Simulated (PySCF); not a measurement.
# Kr(2+), Kr(3+): ionisation energy in jorge-DZP-DKH

Aim: the ionisation energy of krypton from differences of total energies, at each level of theory, and how far each lands from the tabulated value where there is one.

Program: PySCF 2.14.0. Level of theory: unrestricted determinants in a Gaussian basis, no spin-orbit coupling in the energies. These are calculated values, not measurements, unless marked.

### 1 Starting point

| Quantity | Value |
| --- | --- |
| Element | krypton (Z = 36) |
| Basis | jorge-DZP-DKH (8s6p2d1f, 43 functions) |
| Hamiltonian | the spin-free X2C one-electron Hamiltonian (Gaussian nucleus) |
| State 1 | Kr(2+): [Ar] 3d10 4s2 4p4, high-spin 3P determinant |
| State 2 | Kr(3+): [Ar] 3d10 4s2 4p3, high-spin 4S determinant |
| Methods | UHF, BP86, TPSS, MP2, CCSD(T) |
| Core shells frozen in the correlated runs | valence: [Ar] 3d10 (for Kr(2+)) |

Outer shells as boxes (Hund's rule):

Kr2+ [Ar] 3d10 4s2 4p4
```
[Ar] core
3d [↑↓][↑↓][↑↓][↑↓][↑↓]
4s [↑↓]
4p [↑↓][↑ ][↑ ]
```

Kr3+ [Ar] 3d10 4s2 4p3
```
[Ar] core
3d [↑↓][↑↓][↑↓][↑↓][↑↓]
4s [↑↓]
4p [↑ ][↑ ][↑ ]
```

The runs were made by one driver on top of PySCF. The scripts below sum up each run's settings (the driver also hands on starting orbitals that pick excited configurations, and frozen orbitals as a list rather than a count), and the logs come from the driver's own runs. The driver starts from symmetry-adapted Hartree-Fock orbitals, holds the occupation by maximum overlap and uses a logarithmic radial grid for functionals, so a plain start would take other cycles.

The driver's launch:

```sh
$ OMP_NUM_THREADS=1 python atomrun2.py TASK.json OUT
```

The integrals over 43 functions and the set-up took 0.11 s of CPU time.

### 2 Kr(2+)

UHF:

Contents of input.py:

```python
from pyscf import gto, scf, dft, mp, cc
import basis_set_exchange as bse
mol = gto.M(atom="Kr 0 0 0", charge=2, spin=2, symmetry="D2h",
            basis=gto.basis.parse(bse.get_basis("jorge-DZP-DKH", elements=["Kr"], fmt="nwchem", header=False)),
            nucmod="G")
mf = scf.UHF(mol).sfx2c1e()
mf.irrep_nelec = {'Ag': (6, 6), 'B1g': (1, 1), 'B2g': (1, 1), 'B3g': (1, 1), 'B1u': (3, 2), 'B2u': (3, 3), 'B3u': (3, 2)}
mf.kernel()
```

BP86:

input.py differs from the last one in:

```diff
@@ -5,3 +5,3 @@
             nucmod="G")
-mf = scf.UHF(mol).sfx2c1e()
+mf = dft.UKS(mol, xc="B88,P86").sfx2c1e()
 mf.irrep_nelec = {'Ag': (6, 6), 'B1g': (1, 1), 'B2g': (1, 1), 'B3g': (1, 1), 'B1u': (3, 2), 'B2u': (3, 3), 'B3u': (3, 2)}
```

TPSS:

input.py differs from the last one in:

```diff
@@ -5,3 +5,3 @@
             nucmod="G")
-mf = dft.UKS(mol, xc="B88,P86").sfx2c1e()
+mf = dft.UKS(mol, xc="TPSS").sfx2c1e()
 mf.irrep_nelec = {'Ag': (6, 6), 'B1g': (1, 1), 'B2g': (1, 1), 'B3g': (1, 1), 'B1u': (3, 2), 'B2u': (3, 3), 'B3u': (3, 2)}
```

MP2 (valence):

input.py differs from the last one in:

```diff
@@ -5,4 +5,5 @@
             nucmod="G")
-mf = dft.UKS(mol, xc="TPSS").sfx2c1e()
+mf = scf.UHF(mol).sfx2c1e()
 mf.irrep_nelec = {'Ag': (6, 6), 'B1g': (1, 1), 'B2g': (1, 1), 'B3g': (1, 1), 'B1u': (3, 2), 'B2u': (3, 3), 'B3u': (3, 2)}
 mf.kernel()
+mp.UMP2(mf, frozen=14).kernel()
```

CCSD(T) (valence):

input.py differs from the last one in:

```diff
@@ -8,2 +8,3 @@
 mf.kernel()
-mp.UMP2(mf, frozen=14).kernel()
+mycc = cc.CCSD(mf, frozen=14).run()
+mycc.ccsd_t()
```

### 3 Kr(3+), method by method

UHF:

Contents of input.py:

```python
from pyscf import gto, scf, dft, mp, cc
import basis_set_exchange as bse
mol = gto.M(atom="Kr 0 0 0", charge=3, spin=3, symmetry="D2h",
            basis=gto.basis.parse(bse.get_basis("jorge-DZP-DKH", elements=["Kr"], fmt="nwchem", header=False)),
            nucmod="G")
mf = scf.UHF(mol).sfx2c1e()
mf.irrep_nelec = {'Ag': (6, 6), 'B1g': (1, 1), 'B2g': (1, 1), 'B3g': (1, 1), 'B1u': (3, 2), 'B2u': (3, 2), 'B3u': (3, 2)}
mf.kernel()
```

BP86:

input.py differs from the last one in:

```diff
@@ -5,3 +5,3 @@
             nucmod="G")
-mf = scf.UHF(mol).sfx2c1e()
+mf = dft.UKS(mol, xc="B88,P86").sfx2c1e()
 mf.irrep_nelec = {'Ag': (6, 6), 'B1g': (1, 1), 'B2g': (1, 1), 'B3g': (1, 1), 'B1u': (3, 2), 'B2u': (3, 2), 'B3u': (3, 2)}
```

TPSS:

input.py differs from the last one in:

```diff
@@ -5,3 +5,3 @@
             nucmod="G")
-mf = dft.UKS(mol, xc="B88,P86").sfx2c1e()
+mf = dft.UKS(mol, xc="TPSS").sfx2c1e()
 mf.irrep_nelec = {'Ag': (6, 6), 'B1g': (1, 1), 'B2g': (1, 1), 'B3g': (1, 1), 'B1u': (3, 2), 'B2u': (3, 2), 'B3u': (3, 2)}
```

MP2 (valence):

input.py differs from the last one in:

```diff
@@ -5,4 +5,5 @@
             nucmod="G")
-mf = dft.UKS(mol, xc="TPSS").sfx2c1e()
+mf = scf.UHF(mol).sfx2c1e()
 mf.irrep_nelec = {'Ag': (6, 6), 'B1g': (1, 1), 'B2g': (1, 1), 'B3g': (1, 1), 'B1u': (3, 2), 'B2u': (3, 2), 'B3u': (3, 2)}
 mf.kernel()
+mp.UMP2(mf, frozen=14).kernel()
```

CCSD(T) (valence):

input.py differs from the last one in:

```diff
@@ -8,2 +8,3 @@
 mf.kernel()
-mp.UMP2(mf, frozen=14).kernel()
+mycc = cc.CCSD(mf, frozen=14).run()
+mycc.ccsd_t()
```

What does the calculation give?

**Answer**, as computed:

| quantity | value |
| --- | --- |
| ionisation energy, Kr(2+) | UHF 34.148, CCSD(T) (valence) 34.311 eV; reference 35.838 ± 0.02 |

Accuracy against cost (mean over 1 difference):

```tsv
method	mean absolute miss against CCSD(T) (valence) (eV)	CPU time, both states (s)
UHF	0.163	0.26
BP86	1.290	0.94
TPSS	1.079	2
MP2 (valence)	0.011	0.3
SCS-MP2 (valence)	0.005	0.3
CCSD (valence)	0.003	
CCSD(T) (valence)	0.000	0.94
```

The methods span 1.453 eV, from UHF (34.148) to BP86 (35.601). The reference is uncertain or not like for like (spin-orbit coupling or other relativistic terms), so no ranking of close methods is drawn. The basis is finite, and no extrapolation was made. The dearest level timed, TPSS, costs 7.6 times the cheapest, UHF, and differs from CCSD(T) (valence) by 1.08 against 0.16 eV; CCSD(T) (valence) in this basis is a yardstick, not the exact answer.
